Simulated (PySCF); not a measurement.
# ZrO(OH)₂: a ladder of methods

Aim: at the PBE0 minimum of singlet ZrO(OH)₂, found before, compare methods on energies and levels.

The runs use PySCF 2.14.0; several methods, basis Zr def2-SVP with ECP28, O def2-SVP, H def2-SVP, scalar-relativistic core potentials, no spin–orbit coupling, density fitting.

## 1. The system as given

6 atoms, charge 0, spin multiplicity 1.

Bond lengths: Zr1–O2 1.751 Å, Zr1–O3 1.964 Å, Zr1–O4 1.964 Å, O3–H5 0.959 Å, O4–H6 0.959 Å. Angles: O2–Zr1–O3 113.8°, O2–Zr1–O4 113.8°, O3–Zr1–O4 118.7°, Zr1–O3–H5 142.0°, Zr1–O4–H6 142.0°.

```xyz
6
charge 0 multiplicity 1
Zr    0.0260    0.1468    0.0357
O    -0.0670   -0.3784    1.7039
O     1.6303   -0.4852   -0.9048
O    -1.6977    0.1043   -0.9048
H     2.4032   -1.0420   -0.7918
H    -2.6148   -0.1532   -0.7918
```

## 2. Fields at the lowest minimum

The plane holds Zr1 at (0.00, 0.00), O2 at (1.75, 0.00), O3 at (-0.79, 1.80), H5 at (-0.56, 2.73) Å. Columns run from x = -2.85 to 4.05 Å, rows from y = 4.95 (top) to -1.95 Å, in steps of 0.3 Å. Electrons inside core potentials are absent.

Density (cut at 5 e/Å³):

Ten steps from '0' (0.000 e/Å³) to '9' (5.000 e/Å³), finer at the low end (step k begins (100^(k/10) - 1)/99 of the way up):
```
000000000000000000000000
000000000000000000000000
000000000000000000000000
000000000000000000000000
000000000000000000000000
000000111100000000000000
000001244210000000000000
000013466421000000000000
000124687531000000000000
000246898631000000000000
001258999742100000000000
001258999742110000000000
001246898642211111000000
000134666554333332100000
000012456776445664310000
000012469998668987420000
000002489449779998521000
000002489449779998521000
000012469999668987420000
000012346776545664310000
000012334443333332100000
000012333321111111000000
000012232211000000000000
000001222110000000000000
```

ELF (0 where the density is under 0.005 e/Å³):

Ten even steps from '0' (0.00) to '9' (0.99):
```
000000000000000000000000
000000000000000000000000
000000000000000000000000
000000000000000000000000
000000477620000000000000
000003788861000000000000
000015899873000000000000
000015899973000000000000
001236899862000000000000
013567888752000000000000
014688436763100000000000
015789437863000111000000
014678878731013443210000
002456663211025665431000
000111113675137887642000
000000168788358888853100
000001588007557118863100
000001588007557118863100
000000268888358888753100
000000025786237887642000
000122111221036665431000
000234542100014443210000
000245665310001211000000
000245666520000000000000
```

Highest occupied orbital at -7.92 eV (sign arbitrary; one member if degenerate):

Ten even steps from '0' (-0.96 Å^-3/2) to '9' (1.28 Å^-3/2):
```
444444444444444444444444
444444444444444444444444
444444444444444444444444
444444444444444444444444
444444444444444444444444
444444444444444444444444
444444444444444444444444
444444443344444444444444
444444443334444444444444
444445543334444444444444
444445632334444444444444
444445632334444444444444
444445543344444444444444
444444443444434444444444
444444433444333455544444
444443333454322366554444
444443322444310098654444
444443322444310098654444
444443333454322366554444
444444334444333455544444
444444444444433444444444
444444444444444444444444
444444444444444444444444
444444444444444444444444
```

Making the fields took 1.1 s on 2 threads of Arm Neoverse V2, shared host.

## 3. PBE0

The steps are one call of a driver around PySCF; scf.py gives each level's set-up. Each SCF starts from the density of the minimum. The driver also runs the species with one electron less or more at the same geometry; their logs are not shown.

Input file scf.py:

```python
from pyscf import gto, scf, dft
mol = gto.M(atom='''
Zr     0.025997     0.146780     0.035697
O     -0.067022    -0.378404     1.703863
O      1.630260    -0.485153    -0.904837
O     -1.697718     0.104292    -0.904837
H      2.403152    -1.041977    -0.791825
H     -2.614839    -0.153200    -0.791825''',
    basis={'Zr': 'def2-SVP', 'O': 'def2-SVP', 'H': 'def2-SVP'},
    ecp={'Zr': 'def2-SVP'},
    charge=0, spin=0)
mf = dft.RKS(mol, xc='PBE0')
mf.grids.atom_grid = (75, 302)
aux = {'Zr': 'def2-universal-JKFIT', 'O': 'def2-universal-JKFIT', 'H': 'def2-universal-JKFIT'}
mf = mf.density_fit(auxbasis=aux)
mf.conv_tol = 1e-08
mf.diis_space = 10
mf.max_cycle = 60
mf.verbose = 4
mf.kernel()
```

Run with:

```sh
$ OMP_NUM_THREADS=2 python axn.py task.json out
```

Output:

```text
init E= -273.653077263618
  HOMO = -0.290932986689074  LUMO = -0.0833631972395601  gap/eV = 5.64826
cycle= 1 E= -273.653077263153  delta_E= 4.65e-10  |g|= 5.24e-05  |ddm|= 4.81e-05
  HOMO = -0.290943802889658  LUMO = -0.0833603115215205  gap/eV = 5.64863
Extra cycle  E= -273.653077259841  delta_E= 3.31e-09  |g|= 0.000137  |ddm|= 0.000122
converged SCF energy = -273.653077259841
```

This level, with the species of one electron less or more, took 3.4 s.

| Property | Result |
| --- | --- |
| energy | -273.653077 Eh |
| one electron less (charge +1) | -273.281023 Eh (doublet, ⟨S²⟩ 0.76) |
| one electron more (charge -1) | -273.679739 Eh (doublet, ⟨S²⟩ 0.75) |
| Mulliken charge of Zr1 | +0.98 e |

## 4. HF

Edit scf.py of step 3 so:

```diff
@@ -12,2 +12 @@
-mf = dft.RKS(mol, xc='PBE0')
-mf.grids.atom_grid = (75, 302)
+mf = scf.RHF(mol)
```

Output:

```text
init E= -272.20906803224
  HOMO = -0.432529076339222  LUMO = 0.0131903101664612  gap/eV = 12.12864
cycle= 1 E= -272.236544012071  delta_E= -0.0275  |g|= 0.139  |ddm|= 0.431
  HOMO = -0.417615304103804  LUMO = -0.00915475221784234  gap/eV = 11.11478
cycle= 2 E= -272.237616324479  delta_E= -0.00107  |g|= 0.118  |ddm|= 0.234
  HOMO = -0.439016379953951  LUMO = -0.00296403154582947  gap/eV = 11.86559
cycle= 3 E= -272.240610729177  delta_E= -0.00299  |g|= 0.0235  |ddm|= 0.095
  HOMO = -0.433110064300483  LUMO = -0.00249154608538404  gap/eV = 11.71773
cycle= 4 E= -272.240734993107  delta_E= -0.000124  |g|= 0.00682  |ddm|= 0.0205
  HOMO = -0.433526201872976  LUMO = -0.00288456157732497  gap/eV = 11.71836
cycle= 5 E= -272.240749014849  delta_E= -1.4e-05  |g|= 0.00195  |ddm|= 0.00926
  HOMO = -0.43354557085345  LUMO = -0.00303325195865511  gap/eV = 11.71484
cycle= 6 E= -272.24075126922  delta_E= -2.25e-06  |g|= 0.000756  |ddm|= 0.00343
  HOMO = -0.43342372172236  LUMO = -0.00298732834668414  gap/eV = 11.71277
cycle= 7 E= -272.240751998834  delta_E= -7.3e-07  |g|= 0.000273  |ddm|= 0.00232
  HOMO = -0.433369802814058  LUMO = -0.00297308975820343  gap/eV = 11.71169
cycle= 8 E= -272.240752117523  delta_E= -1.19e-07  |g|= 8.81e-05  |ddm|= 0.000984
  HOMO = -0.433346856305206  LUMO = -0.00297693173226321  gap/eV = 11.71096
cycle= 9 E= -272.240752128799  delta_E= -1.13e-08  |g|= 2.91e-05  |ddm|= 0.000305
  HOMO = -0.433341549318381  LUMO = -0.00297469766976377  gap/eV = 11.71088
cycle= 10 E= -272.24075212978  delta_E= -9.81e-10  |g|= 7.85e-06  |ddm|= 9.45e-05
  HOMO = -0.433341167777511  LUMO = -0.00297464148187743  gap/eV = 11.71087
Extra cycle  E= -272.240752129823  delta_E= -4.26e-11  |g|= 4.06e-06  |ddm|= 1.32e-05
converged SCF energy = -272.240752129823
```

This level, with the species of one electron less or more, took 1.7 s.

- energy: -272.240752 Eh
- one electron less (charge +1): -271.921821 Eh (doublet, ⟨S²⟩ 0.76)
- one electron more (charge -1): -272.257014 Eh (doublet, ⟨S²⟩ 0.76)
- Mulliken charge of Zr1: +1.49 e

## 5. PBE

Edit scf.py of step 4 so:

```diff
@@ -12 +12,2 @@
-mf = scf.RHF(mol)
+mf = dft.RKS(mol, xc='PBE')
+mf.grids.atom_grid = (75, 302)
```

Output:

```text
init E= -273.691023612112
  HOMO = -0.227039802087252  LUMO = -0.118070068142035  gap/eV = 2.96522
cycle= 1 E= -273.684183400441  delta_E= 0.00684  |g|= 0.22  |ddm|= 0.311
  HOMO = -0.260270830300391  LUMO = -0.0875519180769402  gap/eV = 4.69992
cycle= 2 E= -273.574457539997  delta_E= 0.11  |g|= 0.732  |ddm|= 0.689
  HOMO = -0.223179879465612  LUMO = -0.104484576177384  gap/eV = 3.22986
cycle= 3 E= -273.693585239467  delta_E= -0.119  |g|= 0.0914  |ddm|= 0.517
  HOMO = -0.230869614537748  LUMO = -0.108661460141693  gap/eV = 3.32545
cycle= 4 E= -273.695270555386  delta_E= -0.00169  |g|= 0.0335  |ddm|= 0.0876
  HOMO = -0.231800694232204  LUMO = -0.110500199801294  gap/eV = 3.30075
cycle= 5 E= -273.695482679067  delta_E= -0.000212  |g|= 0.0102  |ddm|= 0.0317
  HOMO = -0.231144792489742  LUMO = -0.109786673331083  gap/eV = 3.30232
cycle= 6 E= -273.695506213505  delta_E= -2.35e-05  |g|= 0.00241  |ddm|= 0.00825
  HOMO = -0.231217485236821  LUMO = -0.109724834635788  gap/eV = 3.30598
cycle= 7 E= -273.695507533187  delta_E= -1.32e-06  |g|= 0.000304  |ddm|= 0.00169
  HOMO = -0.231227452016086  LUMO = -0.10971970045231  gap/eV = 3.30639
cycle= 8 E= -273.695507552685  delta_E= -1.95e-08  |g|= 5.12e-05  |ddm|= 0.000196
  HOMO = -0.231230100598676  LUMO = -0.109718420750287  gap/eV = 3.30650
cycle= 9 E= -273.695507553239  delta_E= -5.54e-10  |g|= 1.05e-05  |ddm|= 3.59e-05
  HOMO = -0.231232061050203  LUMO = -0.109718295899761  gap/eV = 3.30656
Extra cycle  E= -273.695507552991  delta_E= 2.48e-10  |g|= 3.6e-05  |ddm|= 3.06e-05
converged SCF energy = -273.695507552991
```

This level, with the species of one electron less or more, took 10 s.

```
energy                        : -273.695508 Eh
one electron less (charge +1) : -273.337214 Eh (doublet, ⟨S²⟩ 0.76)
one electron more (charge -1) : -273.720347 Eh (doublet, ⟨S²⟩ 0.75)
Mulliken charge of Zr1        : +0.77 e
```

## 6. B3LYP

Edit scf.py of step 5 so:

```diff
@@ -12 +12 @@
-mf = dft.RKS(mol, xc='PBE')
+mf = dft.RKS(mol, xc='B3LYP')
```

Output:

```text
init E= -273.921424230434
  HOMO = -0.281166815187416  LUMO = -0.0957333994279423  gap/eV = 5.04590
cycle= 1 E= -273.922238141482  delta_E= -0.000814  |g|= 0.0415  |ddm|= 0.106
  HOMO = -0.273043847876121  LUMO = -0.0965821086197707  gap/eV = 4.80177
cycle= 2 E= -273.920619307844  delta_E= 0.00162  |g|= 0.0992  |ddm|= 0.0833
  HOMO = -0.280254315926965  LUMO = -0.095022088445905  gap/eV = 5.04043
cycle= 3 E= -273.9224701259  delta_E= -0.00185  |g|= 0.0199  |ddm|= 0.0692
  HOMO = -0.279683234588965  LUMO = -0.0957130531048946  gap/eV = 5.00608
cycle= 4 E= -273.922552383142  delta_E= -8.23e-05  |g|= 0.0039  |ddm|= 0.015
  HOMO = -0.280090824313448  LUMO = -0.0960639396498308  gap/eV = 5.00763
cycle= 5 E= -273.922555797887  delta_E= -3.41e-06  |g|= 0.000409  |ddm|= 0.00367
  HOMO = -0.280041386168723  LUMO = -0.0960224463232997  gap/eV = 5.00741
cycle= 6 E= -273.922555840788  delta_E= -4.29e-08  |g|= 9.8e-05  |ddm|= 0.000452
  HOMO = -0.280050299879821  LUMO = -0.0960211661225152  gap/eV = 5.00769
cycle= 7 E= -273.922555842935  delta_E= -2.15e-09  |g|= 2.15e-05  |ddm|= 8.76e-05
  HOMO = -0.280053368256122  LUMO = -0.0960193767812392  gap/eV = 5.00782
Extra cycle  E= -273.922555842503  delta_E= 4.32e-10  |g|= 5.08e-05  |ddm|= 5.18e-05
converged SCF energy = -273.922555842503
```

This level, with the species of one electron less or more, took 6.9 s on 2 threads of Arm Neoverse V2, shared host.

- energy: -273.922556 Eh
- one electron less (charge +1): -273.551218 Eh (doublet, ⟨S²⟩ 0.77)
- one electron more (charge -1): -273.950939 Eh (doublet, ⟨S²⟩ 0.75)
- Mulliken charge of Zr1: +0.91 e

## 7. r2SCAN

Edit scf.py of step 6 so:

```diff
@@ -12,2 +12,2 @@
-mf = dft.RKS(mol, xc='B3LYP')
-mf.grids.atom_grid = (75, 302)
+mf = dft.RKS(mol, xc='R2SCAN')
+mf.grids.atom_grid = (90, 434)
```

Output:

```text
init E= -273.821913130136
  HOMO = -0.245116723101413  LUMO = -0.100577541864808  gap/eV = 3.93311
cycle= 1 E= -273.822383505555  delta_E= -0.00047  |g|= 0.0469  |ddm|= 0.117
  HOMO = -0.245927850887352  LUMO = -0.0897058095300558  gap/eV = 4.25102
cycle= 2 E= -273.81799538751  delta_E= 0.00439  |g|= 0.147  |ddm|= 0.158
  HOMO = -0.239707659506013  LUMO = -0.0944302804584076  gap/eV = 3.95320
cycle= 3 E= -273.822849621145  delta_E= -0.00485  |g|= 0.0237  |ddm|= 0.11
  HOMO = -0.24286016632502  LUMO = -0.0961597483928998  gap/eV = 3.99192
cycle= 4 E= -273.822963256331  delta_E= -0.000114  |g|= 0.00921  |ddm|= 0.0241
  HOMO = -0.243016965348071  LUMO = -0.0964305823102691  gap/eV = 3.98882
cycle= 5 E= -273.822980555252  delta_E= -1.73e-05  |g|= 0.000586  |ddm|= 0.00646
  HOMO = -0.242982422718887  LUMO = -0.0964003728751592  gap/eV = 3.98870
cycle= 6 E= -273.822980618793  delta_E= -6.35e-08  |g|= 0.000187  |ddm|= 0.000424
  HOMO = -0.242982002806375  LUMO = -0.0963887250178033  gap/eV = 3.98901
cycle= 7 E= -273.822980627012  delta_E= -8.22e-09  |g|= 1.92e-05  |ddm|= 0.000146
  HOMO = -0.242983574792526  LUMO = -0.0963874243919314  gap/eV = 3.98908
Extra cycle  E= -273.82298062662  delta_E= 3.92e-10  |g|= 4.68e-05  |ddm|= 4.63e-05
converged SCF energy = -273.82298062662
```

This level, with the species of one electron less or more, took 20 s.

```
energy                        : -273.822981 Eh
one electron less (charge +1) : -273.459279 Eh (doublet, ⟨S²⟩ 0.76)
one electron more (charge -1) : -273.849570 Eh (doublet, ⟨S²⟩ 0.75)
Mulliken charge of Zr1        : +0.95 e
```

## 8. TPSSh

Edit scf.py of step 7 so:

```diff
@@ -12 +12 @@
-mf = dft.RKS(mol, xc='R2SCAN')
+mf = dft.RKS(mol, xc='TPSSH')
```

Output:

```text
init E= -273.891881495785
  HOMO = -0.257263339071986  LUMO = -0.0944145387932132  gap/eV = 4.43134
cycle= 1 E= -273.892499139708  delta_E= -0.000618  |g|= 0.0209  |ddm|= 0.0819
  HOMO = -0.255690222713783  LUMO = -0.0891021858629983  gap/eV = 4.53309
cycle= 2 E= -273.892072693809  delta_E= 0.000426  |g|= 0.0479  |ddm|= 0.0655
  HOMO = -0.254172355467499  LUMO = -0.0914466850487656  gap/eV = 4.42799
cycle= 3 E= -273.892582697405  delta_E= -0.00051  |g|= 0.0141  |ddm|= 0.0414
  HOMO = -0.256108343870315  LUMO = -0.0920974740272733  gap/eV = 4.46296
cycle= 4 E= -273.892618357502  delta_E= -3.57e-05  |g|= 0.00501  |ddm|= 0.0122
  HOMO = -0.256072883656129  LUMO = -0.0922108791253109  gap/eV = 4.45891
cycle= 5 E= -273.892623471035  delta_E= -5.11e-06  |g|= 0.000414  |ddm|= 0.0035
  HOMO = -0.256032488979594  LUMO = -0.0921792076125598  gap/eV = 4.45867
cycle= 6 E= -273.892623507545  delta_E= -3.65e-08  |g|= 0.000111  |ddm|= 0.00037
  HOMO = -0.256032934050506  LUMO = -0.0921722993097376  gap/eV = 4.45887
cycle= 7 E= -273.892623510361  delta_E= -2.82e-09  |g|= 1.72e-05  |ddm|= 0.000102
  HOMO = -0.256034594824591  LUMO = -0.0921717870262775  gap/eV = 4.45893
Extra cycle  E= -273.892623510193  delta_E= 1.69e-10  |g|= 3.34e-05  |ddm|= 3.53e-05
converged SCF energy = -273.892623510193
```

This level, with the species of one electron less or more, took 20 s.

| Quantity | Value |
| --- | --- |
| energy | -273.892624 Eh |
| one electron less (charge +1) | -273.530269 Eh (doublet, ⟨S²⟩ 0.76) |
| one electron more (charge -1) | -273.915353 Eh (doublet, ⟨S²⟩ 0.75) |
| Mulliken charge of Zr1 | +0.96 e |

## 9. MN15

Edit scf.py of step 8 so:

```diff
@@ -12 +12 @@
-mf = dft.RKS(mol, xc='TPSSH')
+mf = dft.RKS(mol, xc='MN15')
```

Output:

```text
init E= -273.57714526232
  HOMO = -0.320753072437043  LUMO = -0.048370364052861  gap/eV = 7.41191
cycle= 1 E= -273.580624583587  delta_E= -0.00348  |g|= 0.0977  |ddm|= 0.181
  HOMO = -0.303378647102284  LUMO = -0.0566775838631486  gap/eV = 6.71308
cycle= 2 E= -273.573435354231  delta_E= 0.00719  |g|= 0.215  |ddm|= 0.202
  HOMO = -0.31931311388352  LUMO = -0.0512175720066708  gap/eV = 7.29525
cycle= 3 E= -273.582348070176  delta_E= -0.00891  |g|= 0.0293  |ddm|= 0.143
  HOMO = -0.317534591191219  LUMO = -0.0513590519088289  gap/eV = 7.24301
cycle= 4 E= -273.582513470098  delta_E= -0.000165  |g|= 0.00329  |ddm|= 0.0193
  HOMO = -0.317838044619712  LUMO = -0.0515519809566847  gap/eV = 7.24601
cycle= 5 E= -273.582516409857  delta_E= -2.94e-06  |g|= 0.000559  |ddm|= 0.00398
  HOMO = -0.317816203893821  LUMO = -0.0514860533095494  gap/eV = 7.24721
cycle= 6 E= -273.582516556836  delta_E= -1.47e-07  |g|= 0.000154  |ddm|= 0.000991
  HOMO = -0.317851293473882  LUMO = -0.0515093087649277  gap/eV = 7.24753
cycle= 7 E= -273.582516579531  delta_E= -2.27e-08  |g|= 4.72e-05  |ddm|= 0.000489
  HOMO = -0.317848677559491  LUMO = -0.051503060485274  gap/eV = 7.24763
cycle= 8 E= -273.582516582096  delta_E= -2.56e-09  |g|= 9.66e-06  |ddm|= 0.000189
  HOMO = -0.317850528240385  LUMO = -0.0515045302229034  gap/eV = 7.24764
Extra cycle  E= -273.582516582173  delta_E= -7.73e-11  |g|= 7.53e-06  |ddm|= 2.95e-05
converged SCF energy = -273.582516582173
```

This level, with the species of one electron less or more, took 21 s.

* energy: -273.582517 Eh
* one electron less (charge +1): -273.209071 Eh (doublet, ⟨S²⟩ 0.76)
* one electron more (charge -1): -273.607979 Eh (doublet, ⟨S²⟩ 0.75)
* Mulliken charge of Zr1: +0.91 e

## 10. M06

Edit scf.py of step 9 so:

```diff
@@ -12 +12 @@
-mf = dft.RKS(mol, xc='MN15')
+mf = dft.RKS(mol, xc='M06')
```

Output:

```text
init E= -273.766031535226
  HOMO = -0.299537918438804  LUMO = -0.0832391115087319  gap/eV = 5.88579
cycle= 1 E= -273.765721646406  delta_E= 0.00031  |g|= 0.0896  |ddm|= 0.104
  HOMO = -0.283604883807565  LUMO = -0.0892804234917612  gap/eV = 5.28784
cycle= 2 E= -273.758426010976  delta_E= 0.0073  |g|= 0.21  |ddm|= 0.191
  HOMO = -0.296457490709735  LUMO = -0.0842787553777278  gap/eV = 5.77368
cycle= 3 E= -273.76703292517  delta_E= -0.00861  |g|= 0.0357  |ddm|= 0.147
  HOMO = -0.294872105727712  LUMO = -0.0846692654807804  gap/eV = 5.71991
cycle= 4 E= -273.76729149445  delta_E= -0.000259  |g|= 0.00234  |ddm|= 0.0238
  HOMO = -0.295233391452502  LUMO = -0.0849731767058621  gap/eV = 5.72147
cycle= 5 E= -273.767292886782  delta_E= -1.39e-06  |g|= 0.000651  |ddm|= 0.00337
  HOMO = -0.295135951576395  LUMO = -0.0848855616676936  gap/eV = 5.72120
cycle= 6 E= -273.76729303429  delta_E= -1.48e-07  |g|= 8.3e-05  |ddm|= 0.000996
  HOMO = -0.295152287703748  LUMO = -0.0848851724234798  gap/eV = 5.72166
cycle= 7 E= -273.767293038557  delta_E= -4.27e-09  |g|= 3.88e-05  |ddm|= 0.000217
  HOMO = -0.295143028825753  LUMO = -0.0848862888035669  gap/eV = 5.72138
Extra cycle  E= -273.767293037924  delta_E= 6.33e-10  |g|= 7.56e-05  |ddm|= 9.4e-05
converged SCF energy = -273.767293037924
```

This level, with the species of one electron less or more, took 21 s on 2 threads of Arm Neoverse V2, shared host.

- energy: -273.767293 Eh
- one electron less (charge +1): -273.389444 Eh (doublet, ⟨S²⟩ 0.76)
- one electron more (charge -1): -273.787490 Eh (doublet, ⟨S²⟩ 0.75)
- Mulliken charge of Zr1: +1.01 e

## 11. All levels side by side

| level | atomisation energy (kJ/mol) | vertical ionisation energy (eV) | vertical electron affinity (eV) | −ε(HOMO) (eV) | gap (eV) | dipole (D) | wall time |
| --- | --- | --- | --- | --- | --- | --- | --- |
| PBE0 | 2647 | 10.12 | 0.73 | 7.92 | 5.65 | 2.83 | 3.4 s |
| HF | 1707 | 8.68 | 0.44 | 11.79 | 11.71 | 3.52 | 1.7 s |
| PBE | 2805 | 9.75 | 0.68 | 6.29 | 3.31 | 2.61 | 10 s |
| B3LYP | 2656 | 10.10 | 0.77 | 7.62 | 5.01 | 2.80 | 6.9 s |
| r2SCAN | – | 9.90 | 0.72 | 6.61 | 3.99 | 2.77 | 20 s |
| TPSSh | 2654 | 9.86 | 0.62 | 6.97 | 4.46 | 2.80 | 20 s |
| MN15 | – | 10.16 | 0.69 | 8.65 | 7.25 | 2.90 | 21 s |
| M06 | – | 10.28 | 0.55 | 8.03 | 5.72 | 2.81 | 21 s |

Times are for 2 threads of Arm Neoverse V2, shared host; PBE0 starts from its own converged density, so its time is not comparable. A dash stands where a species or a free atom was not run at that level, or the quantity is not defined.

Atomisation goes to high-spin atoms in their ground configurations, run at the same level, without zero-point energy.

## 12. Results

| quantity | value |
| --- | --- |
| atomisation energy, range | 1707 (HF) to 2805 (PBE) kJ/mol |
| vertical ionisation energy, range | 8.68 (HF) to 10.28 (M06) eV |
| vertical electron affinity, range | 0.44 (HF) to 0.77 (B3LYP) eV |
| orbital gap, range | 3.31 (PBE) to 11.71 (HF) eV |

In words: The atomisation energy spreads over 1098 kJ/mol, from HF to PBE; without a CCSD(T) value for it there is no yardstick here. Without diffuse functions electron affinities tend to come out too low. Whether spin polarisation would lower the closed shell was not checked.
